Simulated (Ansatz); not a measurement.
This script for a surface slab of Y, space group P6_3/mmc with the Python package of Ansatz (0.2.0) holds a mistake.

The script reads `y.cif`:
```cif
data_Y
_cell_length_a 3.647400
_cell_length_b 3.647400
_cell_length_c 5.730600
_cell_angle_alpha 90.00000
_cell_angle_beta 90.00000
_cell_angle_gamma 120.00000
_symmetry_space_group_name_H-M 'P 1'
_symmetry_Int_Tables_number 1
loop_
_symmetry_equiv_pos_as_xyz
'x, y, z'
loop_
_atom_site_label
_atom_site_type_symbol
_atom_site_fract_x
_atom_site_fract_y
_atom_site_fract_z
Y1 Y    0.333333    0.666667    0.250000
Y2 Y    0.666667    0.333333    0.750000
```

`run_slab.py`:
```python
"""Slab calculation for Y."""

from dataclasses import dataclass

import ansatz as az
from ase.build import surface
from ase.io import read
import numpy as np


@dataclass(frozen=True)
class Settings:
    functional: str = "pbe"
    smearing: str = "mp1"


opts = Settings()

atoms = read("y.cif")
# the plane is named in the basis of this cell
slab = surface(atoms, (0, 0, 1), 2, vacuum=8.0)
slab.pbc = True

print(slab.get_chemical_formula(), "area {:.3f} A^2, cell height {:.2f} A".format(np.linalg.norm(np.cross(slab.cell[0], slab.cell[1])), slab.cell[2, 2]))


def settings(structure):
    return (
        az.Crystal.from_ase(structure).calculation()
        .functional(opts.functional)
        .basis(31 * az.Ry)
        .occupations(opts.smearing)  # fractional filling near the Fermi level
    )


model = (
    settings(slab)
    .kpoints(5, 5, 1)  # the mesh must be finer for metals
    .electric_field(axis=3, dipole_correction=True)
    .potential()  # keep the local potentials
    .forces()  # minus the gradient of the free energy
)
result = model.run(threads=1)
report = result.report

print(f"slab free energy {report['free_energy_ev']:.4f} eV, Fermi level {report['fermi_energy_ev']:.3f} eV")
face = report["work_function"]
print("work function (eV), upper and lower face:", *(round(face[k], 3) for k in ("phi_plus_ev", "phi_minus_ev") if face.get(k) is not None))
print(f"dipole {face['dipole_moment_e_ang']:+.4f} e A")

print("z (A) and force along z (eV/A)")
for site, force in sorted(zip(result.lattice.sites, report["forces_ev_ang"]), key=lambda pair: pair[0].position_ang[2]):
    print(f"{site.symbol:3s} {site.position_ang[2]:8.3f} {force[2]:9.4f}")
```

Running `python run_slab.py` prints:
```text
Y4 area 11.521 A^2, cell height 24.60 A
Traceback (most recent call last):
  File "run_slab.py", line 37, in <module>
    settings(slab)
    ~~~~~~~~^^^^^^
  File "run_slab.py", line 32, in settings
    .occupations(opts.smearing)  # fractional filling near the Fermi level
     ~~~~~~~~~~~^^^^^^^^^^^^^^^
  ...
ansatz.errors.InputError: .occupations('mp1'): not one of fermi_dirac, gaussian, methfessel_paxton, cold, fixed, tetrahedron, tetrahedron_uncorrected, explicit  [scf.occupations.method]
```
(Library frames cut from the traceback.)

Why does it end like this?

The fault: the smearing's name isn't one that the program knows. The change:

```diff
--- before
+++ after
@@ -13,3 +13,4 @@
     functional: str = "pbe"
-    smearing: str = "mp1"
+    smearing: str = "Fermi-Dirac"
+    sigma: float = 0.05
 
@@ -31,3 +32,3 @@
         .basis(31 * az.Ry)
-        .occupations(opts.smearing)  # fractional filling near the Fermi level
+        .occupations(opts.smearing, width=opts.sigma)  # fractional filling near the Fermi level
     )
```

With that change:

```console
$ python run_slab.py
Y4 area 11.521 A^2, cell height 24.60 A
DeckWarning: the atoms were moved onto the symmetric positions of the space group found under crystal.symmetry.tolerance 1.0e-5 (fractional; no operation is sought that the atoms, as they stand in a [...]
RunWarning: The output density's exchange-correlation potential varies sharply where the density is thin. Do not read a vacuum level from v_tot or v_xc, or from such a field of the output density. On [...]
slab free energy -15393.2495 eV, Fermi level 2.724 eV
work function (eV), upper and lower face: 3.274 3.274
dipole -0.0000 e A
z (A) and force along z (eV/A)
Y      8.000    0.2008
Y     10.865   -0.1323
Y     13.731    0.1323
Y     16.596   -0.2008
```
(Warnings from the package without file and line, shortened.)

Notes:
- Total energies depend on the potentials; only differences at equal settings carry meaning. A total without «per atom» is that of the cell as typed.
- The mesh is modest for a metal, so energies can be off by several to tens of meV an atom and pressures by half a GPa or more; differences at equal mesh fare better.
- Only differences from the Fermi energy are physical; the zero of the scale is a convention.
- The slab is thin and cut from the structure as given; a cut can leave two unlike or polar faces, and the surface energy is then their mean. Miller indices refer to the vectors of the cell as typed, and the lattice isn't relaxed for this functional, so relaxation and surface energy can hold strain.
- The whole script took 6.4 s on 1 thread of Intel(R) Xeon(R) Platinum 8375C CPU @ 2.90GHz (Ice Lake) (shared host), peak memory 0.54 GiB.

(Lines on the test bed's own set-up are left out of the output.)
